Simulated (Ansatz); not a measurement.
# NaLaMg6 (Amm2) in Ansatz: reference runs

Reference runs on NaLaMg6: the cell as given and a disturbed copy.

Program: Ansatz 0.2.0. These are calculated values, not measurements. Logs are shortened: lines on timing, memory, paths and dates and some standing lists are left out, and cuts for length are marked.

## 1. Starting point

The structure is orthorhombic, space group Amm2 (No. 38). Conventional cell: a = 5.319 Å, b = 6.775 Å, c = 11.844 Å, α = 90.00°, β = 90.00°, γ = 90.00°. Around La (site symmetry mm2) lie 10 Mg at 3.32 to 3.46 Å and 2 Na at 3.38 Å. Mg (site symmetry mm2) has 10 Mg at 3.32 to 3.42 Å and 2 Na at 3.39 Å as nearest neighbours. Around Mg (site symmetry m) lie 8 Mg at 3.27 to 3.46 Å and 2 Na at 3.29 to 3.53 Å and 2 La at 3.32 Å. Mg (site symmetry mm2) has 10 Mg at 3.28 to 3.48 Å and 2 La at 3.39 Å as nearest neighbours. Mg (site symmetry m) has 8 Mg at 3.27 to 3.48 Å and 2 Na at 3.29 Å and 2 La at 3.36 to 3.46 Å as nearest neighbours. Na (site symmetry mm2) is surrounded by 10 Mg at 3.29 to 3.53 Å and 2 La at 3.38 Å.

The cell comes from a database or a generator and needn't be the stable form of this composition.

## 2. Single point, PBE

input.yaml

```yaml
crystal:
  lattice:
    - [5.319162, 0.0, 0.0]
    - [0.0, 3.3877445, 5.922029]
    - [0.0, -3.3877445, 5.922029]
  atoms:
    - { symbol: La, position: [0.0, 0.835794, 0.835794] }
    - { symbol: Mg, position: [0.5, 0.166845, 0.166845] }
    - { symbol: Mg, position: [0.5, 0.174517, 0.664351] }
    - { symbol: Mg, position: [0.5, 0.664351, 0.174517] }
    - { symbol: Mg, position: [0.0, 0.3376, 0.3376] }
    - { symbol: Mg, position: [0.0, 0.331202, 0.830118] }
    - { symbol: Mg, position: [0.0, 0.830118, 0.331202] }
    - { symbol: Na, position: [0.5, 0.659572, 0.659572] }
hamiltonian:
  xc: pbe
  pseudopotentials: { kind: paw }
kpoints:
  mp_grid: { grid: [5, 5, 5] }
scf:
  occupations: { method: fermi_dirac, width: 0.05 }
output:
  forces: true
  stress: true
  eigenvalues: true
```

Potentials or basis: Ansatz PAW.

The run is started by

```
$ ansatz run input.yaml --threads 4 --pin off --max-ram 10240MiB --backend cpu --events-out ev --progress --plain --runs-dir out
```

Output:

```text
Warning: RAYON_NUM_THREADS=4 ignored (pool sized by the plan → 4); use --threads N
Engine: ansatz 0.2.0, x86_64-unknown-linux-gnu
Pseudopotentials: kind: paw
Pseudopotential: La, paw, valence charge 11, recommended cutoff 420 eV (normal), La.paw.azcp
Pseudopotential: Mg, paw, valence charge 10, recommended cutoff 420 eV (normal), Mg.paw.azcp
Pseudopotential: Na, paw, valence charge 9, recommended cutoff 420 eV (normal), Na.paw.azcp
Functional definition: PBE
  parameter kappa = 0.804
  parameter beta = 0.06672455060314922
  exchange = pbe_x(kappa = kappa, mu = beta*pi^2/3)
  correlation = pbe_c(beta = beta)
Crystal: 8 atoms, lattice volume = 213.429 Å³
Basis set: ecut = 420 eV, 4185 PW (Γ), exchange–correlation on 72×96×96 points (8 copies of the dense FFT grid, shifted against one another)
Bands: 48, of which v1, the nominal top of the filled ones, is band 40 counted from 1 (39 counted from 0)
Symmetry: 4 space group operations
Space group: Amm2 (ITA 38), of the structure as read, at distance tolerance 6.0e-5 Å
k-points: 27 of 125 (time reversal used)
Non-local potential: La, projectors of the file, l = 0: 3, l = 1: 2, l = 2: 2, l = 3: 3
Non-local potential: Mg, projectors of the file, l = 0: 3, l = 1: 2, l = 2: 1
Non-local potential: Na, projectors of the file, l = 0: 3, l = 1: 2, l = 2: 1
PAW form: soft (Blöchl's): semilocal exchange-correlation on the pseudo side does not see the compensation charge
PAW one-centre angular grid: La, 590 points (default); XC on 64 Gauss nodes
PAW one-centre angular grid: Mg, 110 points (default); XC on 64 Gauss nodes
PAW one-centre angular grid: Na, 110 points (default); XC on 64 Gauss nodes
Initial density: superposition of atomic densities (neutral atoms: chi_scale 0, normalization atom), corrected by the library's trained network
Initial wavefunctions: pseudopotential atomic-orbital guess
Functional: x = pbe(κ = 0.804, μ = 0.2195149727645171), c = pbe(β = 0.06672455060314922)
SCF iter   1: F=—  HF=-19278.800819 eV  |F-HF|=—  |Δ(HF+E_count)|=         —  Δρ=1.87e-3  dr2=2.15e-2  ethr=1.77e-3  ⟨swp⟩=6.6  Hψ=4805  notcnv=0
preconditioner: auto → Kerker (q_TF=auto, 2.317 Å⁻¹)  [metal: Δε(μ)=0.029 eV  Ē_g=3.293 eV  σ=0.050 eV  W_gap=0.14  n_scr=44 (ndim 8)  ℏωp=10.2 eV  f_vac=0.000  D(μ)=4.32/eV (n_scr^D=26)]
SCF iter   2: F=—  HF=-19278.800597 eV  |F-HF|=—  |Δ(HF+E_count)|=   2.22e-4  Δρ=1.17e-3  dr2=6.80e-3  ethr=2.69e-5  ⟨swp⟩=2.3  Hψ=2144  notcnv=0
SCF iter   3: F=—  HF=-19278.800076 eV  |F-HF|=—  |Δ(HF+E_count)|=   5.21e-4  Δρ=3.12e-4  dr2=4.56e-4  ethr=8.50e-6  ⟨swp⟩=2.0  Hψ=1524  notcnv=0
SCF iter   4: F=—  HF=-19278.800025 eV  |F-HF|=—  |Δ(HF+E_count)|=   5.05e-5  Δρ=7.01e-5  dr2=2.57e-5  ethr=5.70e-7  ⟨swp⟩=2.0  Hψ=1512  notcnv=0
SCF iter   5: F=—  HF=-19278.800178 eV  |F-HF|=—  |Δ(HF+E_count)|=   1.53e-4  Δρ=1.85e-5  dr2=2.21e-6  ethr=3.21e-8  ⟨swp⟩=2.0  Hψ=1695  notcnv=0
SCF iter   6: F=—  HF=-19278.800178 eV  |F-HF|=—  |Δ(HF+E_count)|=   6.79e-7  Δρ=6.34e-6  dr2=2.05e-7  ethr=2.76e-9  ⟨swp⟩=2.0  Hψ=1624  notcnv=0
SCF iter   7: F=-19278.800178 eV  HF=-19278.800178 eV  |F-HF|=1.32e-8  |Δ(HF+E_count)|=   5.93e-8  Δρ=2.37e-6  dr2=1.56e-8  ethr=1.25e-10  ⟨swp⟩=7.8  Hψ=5201  notcnv=0
SCF 1 converged in 7 iterations: F = -19278.800178 eV  dr2 = 1.56e-8
SCF converged after 7 iterations
Free energy (F): -19278.800178 eV
Harris-Foulkes:  -19278.800178 eV  (|F-HF|=1.32e-8)
Internal energy: -19278.764091 eV  (E = F + TS)
E sigma→0 (E₀):  -19278.782134 eV
Entropy (-TS):   -0.036087 eV (-4.511 meV/atom)
Fermi energy:    5.726653 eV
--- Per-component energies (eV) ---
  E_band       = -2440.359031
  E_kinetic    = 760.406529
  E_local      = -11650.872998  (includes V_loc(G=0)·N_el)
  E_nonlocal   = 784.704683
  E_hartree    = 4177.420770
  E_xc         = -346.922834
  E_vxc        = -415.079966  (∫ρ·V_xc dr)
  E_paw        = -7434.911767  (= ΣΔE_a)
  E_vpaw       = -274.359669  (= ΣTr[D̂ρ^β])
  E_aug_tail   = -0.000046  (compensation charges beyond the density's cutoff)
  E_ewald      = -5568.588429
  E_smearing   = -0.036087  (= −TS)
  E_closure    = -0.000000  (closes the sum)
  Σ components = -19278.800178   (vs F -19278.800178, Δ=0.00e0)
--- Forces (eV/Å), atoms counted from 1 ---
  atom   1  La     0.00000000     0.00000000    -0.03752296
  atom   2  Mg     0.00000000     0.00000000     0.03546308
  atom   3  Mg     0.00000000     0.07067401     0.03750448
  atom   4  Mg     0.00000000    -0.07067401     0.03750448
  atom   5  Mg     0.00000000     0.00000000     0.09172211
  atom   6  Mg     0.00000000     0.01270337    -0.03812164
  atom   7  Mg     0.00000000    -0.01270337    -0.03812164
  atom   8  Na     0.00000000     0.00000000    -0.08845695
  max |Σ_I F_I| component: 2.90e-5 eV/Å
--- Stress (GPa, compression-positive) ---
       -0.038027       0.000000       0.000000
        0.000000       0.163882       0.000000
        0.000000       0.000000       0.128653
  P = ⅓ Tr σ = 0.0848 GPa (0.848 kbar)
--- Band table (eV; the first three rows and the last of 27) ---
  k-point 0: bands = ["-70.6248", "-70.1821", "-70.1817", "-70.1316", "-70.1289", "-70.1286", "-46.5279", "-37.3847", "-37.3806", "-37.3712", "-36.9504", "-36.9474", "-36.9390", "-36.9329", "-36.9287", "-36.9273", "-36.8952", "-36.8885", "-36.8883", "-36.8877", "-36.8852", "-36.8839", "-36.8811", "-36.8754", "-36.8741", "-27.2104", "-18.4729", "-18.4655", "-18.4465", "-10.9836", "-10.9301", "-10.9175", "-0.0914", "3.3427", "3.4515", "3.8049", "3.8632", "4.7480", "5.0105", "5.3497", "5.8086", "6.1482", "6.6069", "7.1698", "7.1864", "7.1946", "7.2067", "7.2817"]
  k-point 1: bands = ["-70.6248", "-70.1821", "-70.1817", "-70.1316", "-70.1289", "-70.1286", "-46.5279", "-37.3847", "-37.3806", "-37.3712", "-36.9501", "-36.9476", "-36.9386", "-36.9336", "-36.9286", "-36.9274", "-36.8946", "-36.8883", "-36.8883", "-36.8877", "-36.8854", "-36.8839", "-36.8814", "-36.8755", "-36.8744", "-27.2104", "-18.4729", "-18.4655", "-18.4465", "-10.9835", "-10.9310", "-10.9191", "0.0973", "2.5030", "3.3349", "3.6336", "4.4929", "4.9712", "4.9753", "5.5068", "6.1044", "6.3387", "6.6473", "7.0287", "7.1483", "7.1659", "7.2330", "7.2474"]
  k-point 2: bands = ["-70.6248", "-70.1820", "-70.1818", "-70.1315", "-70.1288", "-70.1287", "-46.5279", "-37.3847", "-37.3806", "-37.3712", "-36.9493", "-36.9482", "-36.9374", "-36.9350", "-36.9284", "-36.9276", "-36.8935", "-36.8881", "-36.8879", "-36.8877", "-36.8862", "-36.8839", "-36.8820", "-36.8755", "-36.8748", "-27.2103", "-18.4729", "-18.4655", "-18.4465", "-10.9835", "-10.9326", "-10.9217", "0.6231", "1.5431", "3.0482", "3.4830", "4.8784", "4.9366", "5.4546", "5.9463", "6.1797", "6.6016", "6.6181", "6.8107", "7.0696", "7.2020", "7.2283", "7.2976"]
  k-point 26: bands = ["-70.6248", "-70.1821", "-70.1817", "-70.1315", "-70.1289", "-70.1286", "-46.5279", "-37.3847", "-37.3806", "-37.3712", "-36.9501", "-36.9477", "-36.9389", "-36.9335", "-36.9281", "-36.9275", "-36.8923", "-36.8901", "-36.8885", "-36.8879", "-36.8843", "-36.8842", "-36.8817", "-36.8758", "-36.8747", "-27.2096", "-18.4729", "-18.4660", "-18.4464", "-11.0135", "-10.9308", "-10.9168", "1.8098", "1.9797", "2.7529", "2.9206", "3.3051", "4.1416", "5.3417", "5.6702", "5.9348", "6.5368", "6.7076", "7.1292", "7.2461", "7.2927", "7.3098", "7.3246"]
```

It took 2.5 s on 4 threads of Intel Xeon Platinum 8488C (Sapphire Rapids), shared host; peak memory 0.69 GiB.

What came out:

| Quantity | Value |
| --- | --- |
| Free energy | -19278.8002 eV |
| Pressure | 0.1 GPa |
| Largest force | 0.092 eV/Å |
| Band gap on the k mesh | none (metal or under the smearing width) |

Forces in eV/Å, atoms in the order of the input:
```
La   0.000  0.000 -0.038
Mg   0.000  0.000  0.035
Mg   0.000  0.071  0.038
Mg   0.000 -0.071  0.038
Mg   0.000  0.000  0.092
Mg   0.000  0.013 -0.038
Mg   0.000 -0.013 -0.038
Na   0.000  0.000 -0.088
```

Stress tensor (GPa, compression positive):
```
-0.04  0.00  0.00
 0.00  0.16  0.00
 0.00  0.00  0.13
```

The run has no spin-orbit coupling, so splittings on La are missing.

## 3. Single point, PBE (atoms moved at random, drawn with an rms of 0.05 Å)

input.yaml

```yaml
crystal:
  lattice:
    - [5.319162, 0.0, 0.0]
    - [0.0, 3.3877445, 5.922029]
    - [0.0, -3.3877445, 5.922029]
  atoms:
    - { symbol: La, position: [0.005125, 0.834867, 0.840574] }
    - { symbol: Mg, position: [0.503816, 0.164686, 0.160851] }
    - { symbol: Mg, position: [0.503108, 0.171239, 0.656378] }
    - { symbol: Mg, position: [0.502601, 0.659982, 0.178351] }
    - { symbol: Mg, position: [0.013698, 0.332285, 0.338981] }
    - { symbol: Mg, position: [0.01137, 0.337469, 0.837497] }
    - { symbol: Mg, position: [-0.002327, 0.834108, 0.324738] }
    - { symbol: Na, position: [0.507684, 0.663338, 0.658777] }
hamiltonian:
  xc: pbe
  pseudopotentials: { kind: paw }
kpoints:
  mp_grid: { grid: [5, 5, 5] }
scf:
  occupations: { method: fermi_dirac, width: 0.05 }
output:
  forces: true
  stress: true
  eigenvalues: true
```

Potentials or basis: Ansatz PAW.

The run is started by

```
$ ansatz run input.yaml --threads 4 --pin off --max-ram 10240MiB --backend cpu --events-out ev --progress --plain --runs-dir out
```

It took 5.4 s on 4 threads of Intel Xeon Platinum 8488C (Sapphire Rapids), shared host; peak memory 0.87 GiB.

Results (log left out):

- Free energy: -19278.7669 eV
- Pressure: 0.1 GPa
- Largest force: 0.259 eV/Å
- Band gap on the k mesh: none (metal or under the smearing width)

Forces in eV/Å, atoms in the order of the input:
```
La  -0.016  0.090 -0.014
Mg   0.031  0.008  0.034
Mg   0.074  0.074  0.154
Mg   0.034 -0.048  0.016
Mg  -0.112  0.033  0.126
Mg  -0.066  0.003 -0.251
Mg   0.093 -0.147  0.076
Na  -0.039 -0.012 -0.141
```

Stress tensor (GPa, compression positive):
```
 0.05  0.00  0.06
 0.00  0.40 -0.09
 0.06 -0.09 -0.02
```

Levels at points of the mesh, in eV from the Fermi level:
```
           k point  band 38  band 39  band 40  band 41  band 42  band 43
(0.00, 0.00, 0.00)    -1.00    -0.71    -0.38     0.08     0.41     0.89
```

Spin-orbit coupling is left out, which matters for the levels of La.
